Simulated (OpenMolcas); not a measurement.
# A workflow on SnH2O2 (SMILES [OH][Sn][OH])

Aim: a single-point energy (HF/ANO-R0), then the energy (CASSCF(2,2)/ANO-R1), then the energy along one coordinate (CASPT2(2,2)/ANO-R1), then the energy along one coordinate (SC-NEVPT2(2,2)/ANO-R1), then an energy scan (MC-PDFT[tPBE](2,2)/ANO-R1) of SnH2O2. 

Program for the calculation: OpenMolcas 26.06.

## (1) Starting point

SnH2O2 has 5 atoms, charge 0, and is taken as a singlet. As SMILES, `[OH][Sn][OH]`. The coordinates come from a PBE0-D4/def2-TZVP relaxation. This is one conformer, not always the lowest.

Bond lengths: O1–Sn2 1.987 Å, Sn2–O3 1.966 Å, O1–H4 0.960 Å, O3–H5 0.964 Å. Angles: O1–Sn2–O3 91.9°, Sn2–O1–H4 116.9°, Sn2–O3–H5 111.9°.

## (2) The energy at HF/ANO-R0 (sfX2C) (run 1)

Input file geom.xyz:

```xyz
5

O     -0.984300     0.177800    -0.613800
Sn    -0.153700    -0.943900     0.800900
O      1.561800     0.002900     0.636100
H     -1.901200    -0.005600    -0.831400
H      1.527200     0.695100    -0.033300
```

Input file step1.inp:

```
&GATEWAY
COORD=geom.xyz
BASIS=ANO-R0
GROUP=NoSym
&SEWARD
&SCF
PRORBITALS=0
&LOCALISATION
OCCUPIED
FREEZE
PIPEK-MEZEY
&LOCALISATION
FILEORB=$Project.LocOrb
VIRTUAL
PIPEK-MEZEY
```

Launch:

```console
export MOLCAS_MEM=1860
pymolcas step1.inp > step1.log
```

Log:

```text
--- Start Module: gateway ---
[...]
--- Stop Module: gateway /rc=_RC_ALL_IS_WELL_ ---
[...]
      Basis functions           39
[...]
       Convergence after  13 Iterations
[...]
::    Total SCF energy                              -6324.3478284111
[...]
      Total spin, S                                     0.0000000000
[...]
      Total electronic charge=   68.000000
      Total            charge=   -0.000000
[...]
      Dipole Moment (debye):
      Origin of the operator (angstrom)=   -0.0622   -0.7121    0.6206
                   X= -1.3101E+00               Y=  4.1648E-02               Z= -5.9791E-01           Total=  1.4407E+00
      Quadrupole Moment (debye*angstrom):
[...]
--- Start Module: localisation ---
[...]
--- Stop Module: localisation /rc=_RC_ALL_IS_WELL_ ---
--- Start Module: localisation ---
[...]
--- Stop Module: localisation /rc=_RC_ALL_IS_WELL_ ---
[...]
```

Run time: 9.3 s. Hardware: 1 thread of Intel Xeon Platinum 8259CL at 2.50GHz (Skylake/Cascade Lake), shared host; peak memory 0.41 GiB.

## (3) The energy at CASSCF(2,2)/ANO-R1 (sfX2C, RICD fitting) (run 2)

geom.xyz is that of step 2.

Input file step2.inp:

```
* H2O2Sn CASSCF
&gateway
coord = geom.xyz
basis = ANO-R0
group = NoSym
&seward
&rasscf
fileorb = $CurrDir/step1.LocOrb
alter = 2
1 28 34
1 35 36
spin = 1
nactel = 2 0 0
inactive = 33
ras2 = 2
orblisting = Nothing
>>> COPY $Project.RunFile RUNFIL1
>>> COPY $Project.RasOrb INPORB
&gateway
coord = geom.xyz
basis = ANO-R1
group = NoSym
ricd
&seward
>>> COPY $Project.RunFile RUNFIL2
&expbas
&rasscf
fileorb = $Project.ExpOrb
spin = 1
nactel = 2 0 0
inactive = 33
ras2 = 2
orblisting = Nothing
orbappear = Compact
```

Launch:

```console
export MOLCAS_MEM=1860
pymolcas step2.inp > step2.log
```

Log:

```text
--- Start Module: gateway ---
[...]
--- Stop Module: gateway /rc=_RC_ALL_IS_WELL_ ---
[...]
      Basis functions           39
[...]
      Number of active orbitals                  2
[...]
      Spin quantum number                      0.0
[...]
      Active orbitals                            2
[...]
      Number of CSFs                             3
[...]
      Number of root(s) required                 1
[...]
      Convergence after 17 iterations
[...]
      printout of CI-coefficients larger than  0.05 for root  1
      energy=   -6324.368456
      conf/sym  11     Coeff  Weight
             1  20   0.98822 0.97658
             3  02  -0.15304 0.02342
      Natural orbitals and occupation numbers for root  1
      sym 1:   1.953159   0.046841
      ************************************************************************************************************************
      *                                                    Final results                                                     *
[...]
::    RASSCF root number  1 Total energy:  -6324.36845611
[...]
      Basis functions           81
[...]
--- Start Module: expbas ---
[...]
--- Stop Module: expbas /rc=_RC_ALL_IS_WELL_ ---
--- Start Module: rasscf ---
[...]
      Convergence after 21 iterations
[...]
      Natural orbitals and occupation numbers for root  1
      sym 1:   1.978282   0.021718
      ************************************************************************************************************************
      *                                                    Final results                                                     *
[...]
::    RASSCF root number  1 Total energy:  -6324.93628225
[...]
      Total electronic charge=   68.000000
      Total            charge=   -0.000000
[...]
      Dipole Moment (debye):
      Origin of the operator (angstrom)=   -0.0622   -0.7121    0.6206
                   X= -2.5419E+00               Y= -1.2322E+00               Z=  8.1958E-02           Total=  2.8260E+00
      Quadrupole Moment (debye*angstrom):
[...]
--- Stop Module: rasscf /rc=_RC_ALL_IS_WELL_ ---
[...]
```

It took 33 s on 1 thread of Intel Xeon Platinum 8259CL at 2.50GHz (Skylake/Cascade Lake), shared host; peak memory 0.42 GiB.

## (4) An energy scan at CASPT2(2,2)/ANO-R1 (sfX2C, RICD fitting, ipea shift 0.25 Eh, pt2 variant SS) (run 3)

Input file step3.input:

```
* H2O2Sn CASPT2
>>> COPY $CurrDir/step2.RasOrb $Project.RasOrb
>>> ForEach K in (1, 2, 3, 4, 5, 6, 7, 8, 9)
&GATEWAY
COORD
$CurrDir/point$K.xyz
BASIS
ANO-R1
GROUP
NoSym
RICD
&SEWARD
&RASSCF
FILEORB
$Project.RasOrb
SPIN
1
NACTEL
2 0 0
INACTIVE
33
RAS2
2
ORBLISTING
Nothing
ORBAPPEAR
Compact
&CASPT2
IMAGINARY
0.2
FROZEN
20
>>> EndDo
```

Launch:

```console
export MOLCAS_MEM=1860
pymolcas step3.input > step3.log
```

Log (excerpt; [...] marks lines left out):

```text
[...]
      Basis functions           81
[...]
      Number of active orbitals                  2
[...]
      Spin quantum number                      0.0
[...]
      Active orbitals                            2
[...]
      Number of CSFs                             3
[...]
      Number of root(s) required                 1
[...]
      Convergence after 17 iterations
[...]
      Natural orbitals and occupation numbers for root  1
      sym 1:   1.985084   0.014916
      ************************************************************************************************************************
      *                                                    Final results                                                     *
[...]
::    RASSCF root number  1 Total energy:  -6324.91719985
[...]
      E2 (Variational):          -0.7823000491
[...]
::    CASPT2 Root  1     Total energy:  -6325.69949990
[...]
      Convergence after 17 iterations
[...]
      Natural orbitals and occupation numbers for root  1
      sym 1:   1.978296   0.021704
      ************************************************************************************************************************
      *                                                    Final results                                                     *
[...]
      Convergence after 15 iterations
[...]
      Natural orbitals and occupation numbers for root  1
      sym 1:   1.502107   0.497893
      ************************************************************************************************************************
      *                                                    Final results                                                     *
[...]
      Convergence after 13 iterations
[...]
      Natural orbitals and occupation numbers for root  1
      sym 1:   1.245251   0.754749
      ************************************************************************************************************************
      *                                                    Final results                                                     *
[...]
      Convergence after 11 iterations
[...]
::    RASSCF root number  1 Total energy:  -6324.82000955
[...]
::    CASPT2 Root  1     Total energy:  -6325.56784886
[...]
      Convergence after  9 iterations
[...]
::    RASSCF root number  1 Total energy:  -6324.81950810
[...]
      E2 (Variational):          -0.7472277056
[...]
::    CASPT2 Root  1     Total energy:  -6325.56673581
[...]
```

Wall time 3.5 min (1 thread of Intel Xeon Platinum 8259CL at 2.50GHz (Skylake/Cascade Lake), shared host); peak memory 0.27 GiB.

The scan, from its lowest point:

```csv
Sn2–O1 (Å),energy (kJ/mol)
1.789,45.2
1.987,0.0
2.186,35.5
2.484,131.5
2.882,251.9
3.378,342.4
3.975,379.6
4.770,390.8
5.962,393.8
```

## (5) An energy scan at SC-NEVPT2(2,2)/ANO-R1 (sfX2C, RICD fitting, pt2 variant SC-NEVPT2) (run 4)

Input file step4.inp:

```
* H2O2Sn NEVPT2
>>> COPY $CurrDir/step2.RasOrb $Project.RasOrb
>>> ForEach K in (1, 2, 3, 4, 5, 6, 7, 8, 9)
&GATEWAY
COORD = $CurrDir/point$K.xyz
BASIS = ANO-R1
GROUP = NoSym
RICD
&SEWARD
&RASSCF
FILEORB = $Project.RasOrb
SPIN = 1
NACTEL = 2 0 0
INACTIVE = 33
RAS2 = 2
ORBLISTING = Nothing
ORBAPPEAR = Compact
&CASPT2
SC-NEVPT2
FROZEN = 20
>>> EndDo
```

Launch:

```console
export MOLCAS_MEM=1860
pymolcas step4.inp > step4.log
```

Log (excerpt; [...] marks lines left out):

```text
[...]
      Basis functions           81
[...]
      Number of active orbitals                  2
[...]
      Spin quantum number                      0.0
[...]
      Active orbitals                            2
[...]
      Number of CSFs                             3
[...]
      Number of root(s) required                 1
[...]
      Convergence after 17 iterations
[...]
      Natural orbitals and occupation numbers for root  1
      sym 1:   1.985084   0.014916
      ************************************************************************************************************************
      *                                                    Final results                                                     *
[...]
::    RASSCF root number  1 Total energy:  -6324.91719985
[...]
      E2 (Variational):          -0.7809115204
[...]
::    SC-NEVPT2 Root  1     Total energy:  -6325.69795130
[...]
      Convergence after 17 iterations
[...]
      Natural orbitals and occupation numbers for root  1
      sym 1:   1.978296   0.021704
      ************************************************************************************************************************
      *                                                    Final results                                                     *
[...]
      Convergence after 15 iterations
[...]
      Natural orbitals and occupation numbers for root  1
      sym 1:   1.502107   0.497893
      ************************************************************************************************************************
      *                                                    Final results                                                     *
[...]
      Convergence after 13 iterations
[...]
      Natural orbitals and occupation numbers for root  1
      sym 1:   1.245251   0.754749
      ************************************************************************************************************************
      *                                                    Final results                                                     *
[...]
      Convergence after 11 iterations
[...]
::    RASSCF root number  1 Total energy:  -6324.82000955
[...]
::    SC-NEVPT2 Root  1     Total energy:  -6325.56539592
[...]
      Convergence after  9 iterations
[...]
::    RASSCF root number  1 Total energy:  -6324.81950810
[...]
      E2 (Variational):          -0.7448421491
[...]
::    SC-NEVPT2 Root  1     Total energy:  -6325.56435025
[...]
```

It took 3.3 min on 1 thread of Intel Xeon Platinum 8259CL at 2.50GHz (Skylake/Cascade Lake), shared host; peak memory 0.27 GiB.

The scan, from its lowest point:

```csv
Sn2–O1 (Å),energy (kJ/mol)
1.789,49.5
1.987,0.0
2.186,31.4
2.484,123.6
2.882,250.8
3.378,349.0
3.975,386.7
4.770,397.5
5.962,400.3
```

## (6) An energy scan at MC-PDFT[tPBE](2,2)/ANO-R1 (sfX2C, RICD fitting) (run 5)

Input file step5.input:

```
>>> EXPORT MOLCAS_PRINT=2
>>> COPY $CurrDir/step2.RasOrb $Project.RasOrb
>>> ForEach K in (1, 2, 3, 4, 5, 6, 7, 8, 9)

&GATEWAY
 Coord=$CurrDir/point$K.xyz
 Basis=ANO-R1
 Group=NoSym
 RICD

&SEWARD

&RASSCF
 FileOrb=$Project.RasOrb
 Spin=1
 Nactel=2 0 0
 Inactive=33
 Ras2=2
 OrbListing=Nothing
 OrbAppear=Compact

&MCPDFT
 KSDFT=T:PBE
>>> EndDo
```

Launch:

```console
export MOLCAS_MEM=1860
pymolcas step5.input > step5.log
```

Log (excerpt; [...] marks lines left out):

```text
--- Start Module: gateway ---
[...]
      Basis functions           81
[...]
      Number of active orbitals                  2
[...]
      Spin quantum number                      0.0
[...]
      Active orbitals                            2
[...]
      Number of CSFs                             3
[...]
      Number of root(s) required                 1
[...]
      Convergence after 17 iterations
[...]
      Natural orbitals and occupation numbers for root  1
      sym 1:   1.985084   0.014916
      ************************************************************************************************************************
      *                                                    Final results                                                     *
[...]
::    RASSCF root number  1 Total energy:  -6324.91719985
[...]
::    MCPDFT root number  1 Total energy:  -6327.79421662
[...]
      Convergence after 17 iterations
[...]
      Natural orbitals and occupation numbers for root  1
      sym 1:   1.978296   0.021704
      ************************************************************************************************************************
      *                                                    Final results                                                     *
[...]
      Convergence after 15 iterations
[...]
      Natural orbitals and occupation numbers for root  1
      sym 1:   1.502107   0.497893
      ************************************************************************************************************************
      *                                                    Final results                                                     *
[...]
      Convergence after 13 iterations
[...]
      Natural orbitals and occupation numbers for root  1
      sym 1:   1.245251   0.754749
      ************************************************************************************************************************
      *                                                    Final results                                                     *
[...]
      Convergence after 11 iterations
[...]
::    RASSCF root number  1 Total energy:  -6324.82000955
[...]
::    MCPDFT root number  1 Total energy:  -6327.65944675
[...]
      Convergence after  9 iterations
[...]
::    RASSCF root number  1 Total energy:  -6324.81950810
[...]
      Total electronic charge=   68.000000
      Total            charge=   -0.000000
[...]
::    MCPDFT root number  1 Total energy:  -6327.65841191
[...]
```

It took 3.4 min on 1 thread of Intel Xeon Platinum 8259CL at 2.50GHz (Skylake/Cascade Lake), shared host; peak memory 0.27 GiB.

The scan, from its lowest point:

```csv
Sn2–O1 (Å),energy (kJ/mol)
1.789,51.7
1.987,0.0
2.186,27.3
2.484,111.7
2.882,227.1
3.378,339.4
3.975,391.1
4.770,405.5
5.962,408.2
```

## (7) Results

| quantity | value |
| --- | --- |
| run 1, HF/ANO-R0: total energy | -6324.34783 Eh |
| run 1, HF/ANO-R0: dipole moment | 1.44 D |
| run 1, HF/ANO-R0: HOMO energy | -8.61 eV |
| run 1, HF/ANO-R0: LUMO energy | 1.65 eV |
| run 1, HF/ANO-R0: HOMO–LUMO gap | 10.26 eV |
| run 2, CASSCF(2,2)/ANO-R1: total energy | -6324.93628 Eh |
| run 2, CASSCF(2,2)/ANO-R1: dipole moment (CASSCF density) | 2.83 D |
| run 3, CASPT2(2,2)/ANO-R1: lowest energy of the scan | -6325.71671 Eh |
| run 4, SC-NEVPT2(2,2)/ANO-R1: lowest energy of the scan | -6325.71681 Eh |
| run 5, MC-PDFT[tPBE](2,2)/ANO-R1: lowest energy of the scan | -6327.81390 Eh |

In words: Mulliken charges (run 2, CASSCF(2,2)/ANO-R1) run from -0.74 on O1 to +1.03 on Sn2.
